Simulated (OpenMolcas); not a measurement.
**Ni⁴⁺ among point charges: CASSCF and CASPT2 levels and susceptibility**

How does a field of 2 point charges split the states of Ni⁴⁺, and what χT follows?

The numbers are computed with OpenMolcas 26.06 (state-averaged CASSCF and CASPT2, spin-orbit coupling by RASSI with atomic mean-field integrals), except any that are marked as measured or tabulated.

### 1 The atom as given

| Quantity | Value |
| --- | --- |
| Species | Ni⁴⁺ (nickel, Z = 28, 24 electrons) |
| Basis | ANO-RCC-VDZP [5s4p2d1f], 34 functions |
| Scalar Hamiltonian | DKH2, point nucleus |
| Inactive shells | 1s 2s 2p 3s 3p |
| Active space | 6 electrons in 5 orbitals (3d) |
| Some configurations of this space | 3d⁶ |
| Orbitals | optimised for each spin and parity, averaged over all roots |

Outer shells as boxes (Hund's rule):

3d6
```
3d [↑↓][↑ ][↑ ][↑ ][↑ ]
```

The ion sits among 2 point charges of -1 e arranged as a linear pair (D∞h), 1.99 Å from the ion.

Each step is its own input file, run in one work folder so that later steps find the files of earlier ones. Labels, J, g values, rates, χT and fits are worked out afterwards by a script from the matrices that RASSI stores. The input lists half of the charges; inversion (Group=XYZ) makes the rest.

### 2 Basis and integrals

The input, a.inp:

```
&GATEWAY
Coord
1

Ni 0.0 0.0 0.0
Basis=ANO-RCC-VDZP
Group=XYZ
NoMove
AngMom=0.0 0.0 0.0
AMFI
XField
1 Angstrom 0
0.000000 0.000000 1.990000 -1.000000
&SEWARD
```

Run with:

```sh
> OMP_NUM_THREADS=1 MOLCAS_MEM=1689 MOLCAS_PROJECT=a pymolcas a.inp > a.log
```

### 3 Reference wave functions, quintets of even parity, 5 roots

The input, a.inp:

```
&RASSCF
FileOrb=start.orb
Symmetry=1
Spin=5
nActEl=6 0 0
Inactive=3 6
Ras2=5 0
CIRoot=5 5 1
SDav=5
CIMx=300
Iter=120 100
PrWF=0.3
OrbListing=Nothing
MaxOrb=0
>>> COPY $Project.JobIph JOB001
```

start.orb holds the contracted functions of the basis, ordered by shell, or the orbitals of the step before.

### 4 Reference wave functions, triplets of even parity, 45 roots

The input, a.inp:

```
&RASSCF
FileOrb=start.orb
Symmetry=1
Spin=3
nActEl=6 0 0
Inactive=3 6
Ras2=5 0
CIRoot=45 45 1
SDav=45
CIMx=300
Iter=120 100
PrWF=0.3
OrbListing=Nothing
MaxOrb=0
>>> COPY $Project.JobIph JOB002
```

### 5 Reference wave functions, singlets of even parity, 50 roots

The input, a.inp:

```
&RASSCF
FileOrb=start.orb
Symmetry=1
Spin=1
nActEl=6 0 0
Inactive=3 6
Ras2=5 0
CIRoot=50 50 1
SDav=50
CIMx=300
Iter=120 100
PrWF=0.3
OrbListing=Nothing
MaxOrb=0
>>> COPY $Project.JobIph JOB003
```

### 6 State interaction with spin-orbit coupling

The input, a.inp:

```
&RASSI
NrOfJobIphs=3 5 45 50
1 2 3 4 5
1 2 3 4 5 6 7 8 9 10 11 12 13 14 15 16 17 18 19 20 21 22 23 24 25 26 27
28 29 30 31 32 33 34 35 36 37 38 39 40 41 42 43 44 45
1 2 3 4 5 6 7 8 9 10 11 12 13 14 15 16 17 18 19 20 21 22 23 24 25 26 27
28 29 30 31 32 33 34 35 36 37 38 39 40 41 42 43 44 45 46 47 48 49 50
IphNames
JOB001
JOB002
JOB003
EJob
SpinOrbit
DIPRint=1.0
SOCoupling=1000.0
Subsets=2
Property=9
'ANGMOM' 1 'ANGMOM' 2 'ANGMOM' 3 'MLTPL  1' 1 'MLTPL  1' 2 'MLTPL  1' 3
'AMFI' 1 'AMFI' 2 'AMFI' 3
SOProperty=3
'ANGMOM' 1 'ANGMOM' 2 'ANGMOM' 3
```

### 7 CASPT2: IPEA 0.25, imaginary shift 0.1 (closed shells correlated: 3s 3p)

The input, a.inp:

```
>>> COPY JOB001 $Project.JobIph
&CASPT2
Multistate=5 1 2 3 4 5
NoMult
Frozen=2 3
IPEA=0.25
Imaginary=0.1
MaxIter=60
WThr=0.0 0.3 0.05
PrWF=0.5
NoMix
>>> COPY JOB002 $Project.JobIph
&CASPT2
Multistate=45 1 2 3 4 5 6 7 8 9 10 11 12 13 14 15 16 17 18 19 20 21 22
23 24 25 26 27 28 29 30 31 32 33 34 35 36 37 38 39 40 41 42 43 44 45
NoMult
Frozen=2 3
IPEA=0.25
Imaginary=0.1
MaxIter=60
WThr=0.0 0.3 0.05
PrWF=0.5
NoMix
>>> COPY JOB003 $Project.JobIph
&CASPT2
Multistate=50 1 2 3 4 5 6 7 8 9 10 11 12 13 14 15 16 17 18 19 20 21 22
23 24 25 26 27 28 29 30 31 32 33 34 35 36 37 38 39 40 41 42 43 44 45 46
47 48 49 50
NoMult
Frozen=2 3
IPEA=0.25
Imaginary=0.1
MaxIter=60
WThr=0.0 0.3 0.05
PrWF=0.5
NoMix
```

(Steps that only read results are left out.)

Q: Predict the outcome of this session. Wanted: spin-free ground state; first state of the same spin within the active space; lowest level; next level.

**Answer**, as computed:

| quantity | value |
| --- | --- |
| method | SS-CASPT2, IPEA 0.25, imaginary shift 0.1 (closed shells correlated: 3s 3p) |
| spin-free ground state | 5Delta, 2-fold in its orbital part |
| first state of the same spin within the active space | 5Pi at 3250 cm⁻¹ |
| lowest level | 2-fold, g = 0.00, 0.00, 12.00 |
| next level | 390.8 cm⁻¹ |
| χT at 300 K | 5.20 cm³ K/mol |
| effective moment at 300 K | 6.45 μB |

Cost by method:

| method | time of its own steps | time with the reference |
| --- | --- | --- |
| A. CASSCF | 20 s | 20 s |
| B. SS-CASPT2, IPEA 0.25, imaginary shift 0.1, +3s 3p | 5.1 s | 25 s |

Times are of one thread on a shared host.

What this shows: The spin-free ground state (5Delta) comes to 100 % from free-ion D terms and keeps the highest spin of the shell. χT at 300 K is 5.20, against 3.01 cm³ K/mol for the spin alone, so orbital moment adds to it. An active space of the d shell alone favours high spin; real ions in strong fields can be low spin. The field of point charges can differ much from that of real complexes. With metal d orbitals alone active, the gaps between spin states are rough; where two lie within a few thousand cm-1, their order is open. Point charges carry no covalency, so the field is a model and not that of real ligands.
